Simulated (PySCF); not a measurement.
**MoHClO3 (SMILES [O]=[Mo](=[O])([OH])[Cl]) at 6 levels**

We compute a comparison of 6 runs (HF/STO-3G, HF/def2-SVP, BLYP/STO-3G, B3LYP/def2-TZVP, CCSD(T)/3-21G, CCSD(T)/def2-SVP) of MoHClO3. 

The calculation is run with PySCF 2.14.0.

## 1. The structure to begin with

MoHClO3: 6 atoms, total charge 0, spin state singlet. As SMILES, `[O]=[Mo](=[O])([OH])[Cl]`. The coordinates come from a PBE0-D4/def2-TZVP relaxation. This is one conformer, not always the lowest.

Bond lengths: O1–Mo2 1.669 Å, Mo2–O3 1.669 Å, Mo2–O4 1.860 Å, Mo2–Cl5 2.254 Å, O4–H6 0.962 Å. Angles: O1–Mo2–O3 108.0°, O1–Mo2–O4 109.0°, O1–Mo2–Cl5 109.7°, O3–Mo2–O4 110.3°, O3–Mo2–Cl5 109.1°, O4–Mo2–Cl5 110.6°, Mo2–O4–H6 124.3°.

## 2. Energy and forces at HF/STO-3G (run 1)

File run.py:

```python
from pyscf import gto

molecule = gto.M(
    atom=[
    ('O', (1.278800, -1.041300, 1.055500)),
    ('Mo', (0.301900, -0.293800, -0.072300)),
    ('O', (-0.647100, -1.464800, -0.789500)),
    ('O', (-0.764700, 0.964400, 0.787400)),
    ('Cl', (1.578000, 0.690400, -1.648800)),
    ('H', (-1.704700, 1.081100, 0.621600)),
],
    spin=0,
    verbose=4,
    basis='sto-3g',
    max_memory=1860,
    charge=0,
)

mf = molecule.RHF()
mf.conv_tol = 1e-10
mf.kernel()
if not mf.converged:
    mf = mf.newton().run(mf.mo_coeff, mf.mo_occ)

energy = mf.e_tot
print(f'total energy: {energy:.8f} hartree')
grad = mf.nuc_grad_method().kernel()
mf.analyze()
```

Command:

```bash
OMP_NUM_THREADS=1 python run.py
```

What it wrote:

```text
PySCF version 2.14.0

[... 90 lines left out ...]
Two-electron Energy =                 2360.602897753745765
[... 7 lines left out ...]
MO #4   energy= -94.2672459327319  occ= 2
[... 5 lines left out ...]
MO #10  energy= -18.1767927601537  occ= 2
[... 5 lines left out ...]
MO #16  energy= -9.01350012499408  occ= 2
[... 5 lines left out ...]
MO #22  energy= -7.77232905170752  occ= 2
[... 5 lines left out ...]
MO #28  energy= -1.18765805999754  occ= 2
[... 5 lines left out ...]
MO #34  energy= -0.489206640791226 occ= 2
[... 5 lines left out ...]
MO #40  energy= -0.379091139542125 occ= 2
[... 5 lines left out ...]
MO #46  energy= 0.261469334914666  occ= 0
[... 5 lines left out ...]
MO #52  energy= 0.749121374695776  occ= 0
[... 22 lines left out ...]
pop of  1 Mo 5py          0.09169
pop of  1 Mo 5pz          0.11118
pop of  1 Mo 3dxy         1.99928
pop of  1 Mo 3dyz         1.99938
pop of  1 Mo 3dz^2        1.99974
pop of  1 Mo 3dxz         1.99933
pop of  1 Mo 3dx2-y2      1.99977
pop of  1 Mo 4dxy         0.78885
pop of  1 Mo 4dyz         0.76122
pop of  1 Mo 4dz^2        0.72457
pop of  1 Mo 4dxz         0.75555
pop of  1 Mo 4dx2-y2      0.65190
pop of  2 O 1s            1.99991
pop of  2 O 2s            1.87413
pop of  2 O 2px           1.43221
pop of  2 O 2py           1.58928
pop of  2 O 2pz           1.45328
pop of  3 O 1s            1.99989
pop of  3 O 2s            1.72292
pop of  3 O 2px           1.26507
pop of  3 O 2py           1.67205
pop of  3 O 2pz           1.78401
pop of  4 Cl 1s           2.00000
pop of  4 Cl 2s           1.99981
pop of  4 Cl 3s           1.95408
pop of  4 Cl 2px          1.99986
pop of  4 Cl 2py          1.99990
pop of  4 Cl 2pz          1.99981
pop of  4 Cl 3px          1.85150
pop of  4 Cl 3py          1.86857
pop of  4 Cl 3pz          1.79862
pop of  5 H 1s            0.83487
 ** Mulliken atomic charges  **
charge of    0O =     -0.34831
charge of    1Mo =      1.44808
charge of    2O =     -0.34881
charge of    3O =     -0.44394
charge of    4Cl =     -0.47214
charge of    5H =      0.16513
Dipole moment(X, Y, Z, Debye): -2.78267,  0.17048,  1.18936
```

Wall time 12 s (1 thread of Intel Xeon at 2.50GHz (Skylake/Cascade Lake), shared host); peak memory 0.13 GiB.

## 3. Energy and gradient at HF/def2-SVP (core potential) (run 2)

File geometry.xyz:

```xyz
6

O      1.278800    -1.041300     1.055500
Mo     0.301900    -0.293800    -0.072300
O     -0.647100    -1.464800    -0.789500
O     -0.764700     0.964400     0.787400
Cl     1.578000     0.690400    -1.648800
H     -1.704700     1.081100     0.621600
```

File calc.py:

```python
from pyscf import gto

molecule = gto.M(
    atom='geometry.xyz',
    verbose=4,
    max_memory=1860,
    charge=0,
    ecp={'Mo': 'def2-svp'},
    basis='def2-svp',
)

calc0 = molecule.RHF()
calc0.conv_tol = 1e-10
calc0.kernel()
if not calc0.converged:
    calc0 = calc0.newton().run(calc0.mo_coeff, calc0.mo_occ)

etot = calc0.e_tot
print('Final energy', etot)
grad = calc0.nuc_grad_method().kernel()
calc0.analyze()
```

Command:

```bash
OMP_NUM_THREADS=1 python calc.py
```

What it wrote:

```text
PySCF version 2.14.0

[... 89 lines left out ...]
One-electron Energy =                -1603.209354762198018
[... 10 lines left out ...]
MO #6   energy= -8.06215886125613  occ= 2
[... 8 lines left out ...]
MO #15  energy= -1.25715420527595  occ= 2
[... 8 lines left out ...]
MO #24  energy= -0.538230199517544 occ= 2
[... 8 lines left out ...]
MO #33  energy= 0.107353830141966  occ= 0
[... 8 lines left out ...]
MO #42  energy= 0.428430136532849  occ= 0
[... 8 lines left out ...]
MO #51  energy= 1.00210270427184   occ= 0
[... 8 lines left out ...]
MO #60  energy= 1.26183859880741   occ= 0
[... 8 lines left out ...]
MO #69  energy= 1.51934118691232   occ= 0
[... 8 lines left out ...]
MO #78  energy= 1.96430953404928   occ= 0
[... 8 lines left out ...]
MO #87  energy= 3.13635868526073   occ= 0
[... 8 lines left out ...]
MO #96  energy= 39.6164179305022   occ= 0
[... 66 lines left out ...]
pop of  3 O 2pz           1.85099
pop of  3 O 3px           0.01028
pop of  3 O 3py           0.01464
pop of  3 O 3pz           0.01475
pop of  3 O 3dxy          0.00053
pop of  3 O 3dyz          0.00137
pop of  3 O 3dz^2         0.00145
pop of  3 O 3dxz          0.00137
pop of  3 O 3dx2-y2       0.00302
pop of  4 Cl 1s           2.00000
pop of  4 Cl 2s           1.99998
pop of  4 Cl 3s           1.93295
pop of  4 Cl 4s           0.00676
pop of  4 Cl 2px          1.99999
pop of  4 Cl 2py          1.99999
pop of  4 Cl 2pz          1.99999
pop of  4 Cl 3px          1.89405
pop of  4 Cl 3py          1.90339
pop of  4 Cl 3pz          1.82356
pop of  4 Cl 4px          0.00449
pop of  4 Cl 4py          0.00402
pop of  4 Cl 4pz          0.00574
pop of  4 Cl 3dxy         0.00364
pop of  4 Cl 3dyz         0.00521
pop of  4 Cl 3dz^2        0.00419
pop of  4 Cl 3dxz         0.00625
pop of  4 Cl 3dx2-y2      0.00345
pop of  5 H 1s            0.62131
pop of  5 H 2s            0.01704
pop of  5 H 2px           0.00237
pop of  5 H 2py           0.00165
pop of  5 H 2pz           0.00155
 ** Mulliken atomic charges  **
charge of    0O =     -0.82880
charge of    1Mo =      2.86559
charge of    2O =     -0.85866
charge of    3O =     -0.93656
charge of    4Cl =     -0.59766
charge of    5H =      0.35609
Dipole moment(X, Y, Z, Debye): -2.20584,  2.09781, -0.30323
```

Run time: 26 s. Hardware: 1 thread of Intel Xeon at 2.50GHz (Skylake/Cascade Lake), shared host; peak memory 0.2 GiB.

Run 3 isn't shown in full; the table further down has it.

## 4. Energy and gradient at B3LYP/def2-TZVP (core potential) (run 4)

File input.py:

```python
from pyscf import gto, dft

mol = gto.M(
    atom='''
O        1.278800      -1.041300       1.055500
Mo       0.301900      -0.293800      -0.072300
O       -0.647100      -1.464800      -0.789500
O       -0.764700       0.964400       0.787400
Cl       1.578000       0.690400      -1.648800
H       -1.704700       1.081100       0.621600
''',
    charge=0,
    ecp={'Mo': 'def2-svp'},
    max_memory=1860,
    verbose=3,
    basis='def2-tzvp',
)

mf = dft.RKS(mol)
mf.xc = 'b3lyp'
mf.conv_tol = 1e-10
mf.grids.level = 5
mf.kernel()
if not mf.converged:
    mf = mf.newton().run(mf.mo_coeff, mf.mo_occ)

e_final = mf.e_tot
print('E = %.10f Eh' % e_final)
grad = mf.nuc_grad_method().kernel()
mf.analyze()
```

Command:

```bash
OMP_NUM_THREADS=1 python input.py
```

What it wrote:

```text
converged SCF energy = -755.022776686171
[... 21 lines left out ...]
MO #11  energy= -1.72279987814263  occ= 2
[... 14 lines left out ...]
MO #26  energy= -0.353268290727066 occ= 2
[... 14 lines left out ...]
MO #41  energy= 0.219146681843809  occ= 0
[... 14 lines left out ...]
MO #56  energy= 0.478961419501679  occ= 0
[... 14 lines left out ...]
MO #71  energy= 1.06307280507804   occ= 0
[... 14 lines left out ...]
MO #86  energy= 1.52631057332571   occ= 0
[... 14 lines left out ...]
MO #101 energy= 2.02800049652603   occ= 0
[... 14 lines left out ...]
MO #116 energy= 2.31015612442027   occ= 0
[... 14 lines left out ...]
MO #131 energy= 4.00839337113288   occ= 0
[... 14 lines left out ...]
MO #146 energy= 5.2349395474582    occ= 0
[... 14 lines left out ...]
MO #161 energy= 6.4409349703203    occ= 0
[... 14 lines left out ...]
MO #176 energy= 84.2179204679852   occ= 0
[... 1 line left out ...]
WARN: Weak orthogonality for localized orbitals 3.510525406803826e-08

 ** Mulliken atomic charges  **
charge of    0O =     -1.07584
charge of    1Mo =      3.39821
charge of    2O =     -1.06710
charge of    3O =     -0.98872
charge of    4Cl =     -0.63240
charge of    5H =      0.36585
Dipole moment(X, Y, Z, Debye): -2.07541,  1.85148, -0.18747
```

Run time: 3.8 min. Hardware: 1 thread of Intel Xeon at 2.50GHz (Skylake/Cascade Lake), shared host; peak memory 2.4 GiB.

Run 5 isn't shown in full; the table further down has it.

## 5. A single-point energy at CCSD(T)/def2-SVP (core potential) (run 6)

File job.py:

```python
# [O]=[Mo](=[O])([OH])[Cl]
from pyscf import gto, scf, cc

mol = gto.M(
    atom='''
O      2.416582    -1.967772     1.994606
Mo     0.570508    -0.555202    -0.136627
O     -1.222842    -2.768071    -1.491939
O     -1.445074     1.822452     1.487970
Cl     2.981988     1.304667    -3.115780
H     -3.221416     2.042983     1.174654
''',
    ecp={'Mo': 'def2-svp'},
    max_memory=1860,
    spin=0,
    unit='bohr',
    verbose=3,
    basis='def2-svp',
)

calc0 = scf.RHF(mol)
calc0.conv_tol = 1e-10
calc0.kernel()
if not calc0.converged:
    calc0 = calc0.newton().run(calc0.mo_coeff, calc0.mo_occ)

mycc = cc.CCSD(calc0, frozen=8)
mycc.kernel()
e_t = mycc.ccsd_t()
e_final = mycc.e_tot + e_t
print('Final energy', e_final)
dip = calc0.dip_moment()
pop, q = calc0.mulliken_pop()
```

Command:

```bash
OMP_NUM_THREADS=1 python job.py
```

What it wrote:

```text
converged SCF energy = -751.932179334037
E(CCSD) = -753.0276913159186  E_corr = -1.095511981881111
CCSD(T) correction = -0.0604437155087259
Final energy -753.0881350314273
Dipole moment(X, Y, Z, Debye): -2.20584,  2.09781, -0.30322
 ** Mulliken pop  **
pop of  0 O 1s            1.99148
pop of  0 O 2s            1.11107
pop of  0 O 3s            0.81691
pop of  0 O 2px           0.86541
pop of  0 O 2py           0.96392
pop of  0 O 2pz           0.88549
pop of  0 O 3px           0.59749
pop of  0 O 3py           0.66533
pop of  0 O 3pz           0.58581
pop of  0 O 3dxy          0.00250
pop of  0 O 3dyz          0.00292
pop of  0 O 3dz^2         0.00396
pop of  0 O 3dxz          0.00372
pop of  0 O 3dx2-y2       0.00260
pop of  1 Mo 4s          -0.40162
pop of  1 Mo 5s           1.64032
pop of  1 Mo 6s           0.81888
pop of  1 Mo 7s           0.16349
pop of  1 Mo 8s          -0.00430
pop of  1 Mo 4px          2.00793
pop of  1 Mo 4py          2.00648
pop of  1 Mo 4pz          2.00830
pop of  1 Mo 5px          0.16311
pop of  1 Mo 5py          0.12196
pop of  1 Mo 5pz          0.15204
pop of  1 Mo 6px          0.03461
pop of  1 Mo 6py          0.03442
pop of  1 Mo 6pz          0.02984
pop of  1 Mo 4dxy         0.67978
pop of  1 Mo 4dyz         0.64907
pop of  1 Mo 4dz^2        0.55913
pop of  1 Mo 4dxz         0.67208
pop of  1 Mo 4dx2-y2      0.50996
pop of  1 Mo 5dxy         0.03461
pop of  1 Mo 5dyz         0.05150
pop of  1 Mo 5dz^2        0.12730
pop of  1 Mo 5dxz         0.04544
pop of  1 Mo 5dx2-y2      0.13278
pop of  1 Mo 4f-3         0.01714
pop of  1 Mo 4f-2         0.03445
pop of  1 Mo 4f-1         0.01758
pop of  1 Mo 4f+0         0.01313
pop of  1 Mo 4f+1         0.02072
pop of  1 Mo 4f+2         0.02201
pop of  1 Mo 4f+3         0.01855
pop of  2 O 1s            1.99148
pop of  2 O 2s            1.11046
pop of  2 O 3s            0.81563
pop of  2 O 2px           0.87270
pop of  2 O 2py           0.96787
pop of  2 O 2pz           0.87488
pop of  2 O 3px           0.60391
pop of  2 O 3py           0.61360
pop of  2 O 3pz           0.62973
pop of  2 O 3dxy          0.00381
pop of  2 O 3dyz          0.00336
pop of  2 O 3dz^2         0.00248
pop of  2 O 3dxz          0.00230
pop of  2 O 3dx2-y2       0.00367
pop of  3 O 1s            1.99070
pop of  3 O 2s            1.04808
pop of  3 O 3s            0.74274
pop of  3 O 2px           0.84873
pop of  3 O 2py           0.97395
pop of  3 O 2pz           1.01538
pop of  3 O 3px           0.49854
pop of  3 O 3py           0.72659
pop of  3 O 3pz           0.75940
pop of  3 O 3dxy          0.00070
pop of  3 O 3dyz          0.00163
pop of  3 O 3dz^2         0.00147
pop of  3 O 3dxz          0.00155
pop of  3 O 3dx2-y2       0.00288
pop of  4 Cl 1s           1.99946
pop of  4 Cl 2s           1.99160
pop of  4 Cl 3s           1.21139
pop of  4 Cl 4s           0.74529
pop of  4 Cl 2px          1.98069
pop of  4 Cl 2py          1.98068
pop of  4 Cl 2pz          1.98029
pop of  4 Cl 3px          0.70137
pop of  4 Cl 3py          0.69920
pop of  4 Cl 3pz          0.68804
pop of  4 Cl 4px          1.10330
pop of  4 Cl 4py          1.10913
pop of  4 Cl 4pz          1.07073
pop of  4 Cl 3dxy         0.00328
pop of  4 Cl 3dyz         0.00461
pop of  4 Cl 3dz^2        0.00366
pop of  4 Cl 3dxz         0.00640
pop of  4 Cl 3dx2-y2      0.00225
pop of  5 H 1s            0.63863
pop of  5 H 2s            0.02233
pop of  5 H 2px           0.03991
pop of  5 H 2py           0.01446
pop of  5 H 2pz           0.01575
 ** Mulliken atomic charges  **
charge of    0O =     -0.49862
charge of    1Mo =      1.61929
charge of    2O =     -0.49588
charge of    3O =     -0.61234
charge of    4Cl =     -0.28137
charge of    5H =      0.26892
```

It took 2.3 min on 1 thread of Intel Xeon at 2.50GHz (Skylake/Cascade Lake), shared host; peak memory 0.74 GiB.

## 6. All runs side by side

```
run                              level  core potential  integration grid   energy (Eh)  dipole moment (D) of the reference  HOMO energy (eV)  LUMO energy (eV)  wall time
  1                          HF/STO-3G               –                 –  -4612.848847                                3.03             -9.91              4.19       12 s
  2       HF/def2-SVP (core potential)        def2-svp                 –   -751.932179                                3.06            -13.27              0.31       26 s
  3                        BLYP/STO-3G               –                 5  -4616.239535                                3.24             -3.82              0.49       46 s
  4   B3LYP/def2-TZVP (core potential)        def2-svp                 5   -755.022777                                2.79             -9.31             -3.22    3.8 min
  5                      CCSD(T)/3-21G               –                 –  -4638.588311                                3.31            -13.11             -0.51       27 s
  6  CCSD(T)/def2-SVP (core potential)        def2-svp                 –   -753.088135                                3.06            -13.27              0.31    2.3 min
```

## 7. Summary of results

```
                                          quantity          value
                               run 6: total energy  -753.08814 Eh
       run 6: dipole moment (Hartree–Fock density)         3.06 D
        run 6: HOMO energy (Hartree–Fock orbitals)      -13.27 eV
        run 6: LUMO energy (Hartree–Fock orbitals)        0.31 eV
      run 6: HOMO–LUMO gap (Hartree–Fock orbitals)       13.58 eV
run 6: correlation energy (8 core orbitals frozen)    -1156.0 mEh
                             run 6: (T) correction     -60.44 mEh
                              run 6: T1 diagnostic          0.024
```

What this shows: Over runs 1, 2, 3, 4 the dipole moment (its size) runs from 2.79 D (B3LYP/def2-TZVP) to 3.24 D (BLYP/STO-3G). The two ends differ in method and basis and core potential. Over runs 1, 2, 3, 4 the HOMO–LUMO gap runs from 4.31 eV (BLYP/STO-3G) to 14.10 eV (HF/STO-3G). Exact exchange widens orbital gaps. Totals of different functionals can't be ranked against each other. Some runs of one species differ in core potentials or relativity; totals across that change don't compare. In runs 1, 3 the basis is minimal, so the values are rough. In runs 1, 3, 5 relativity is left out where basis or elements ask for it. All runs together took 8 min, the longest 3.8 min.
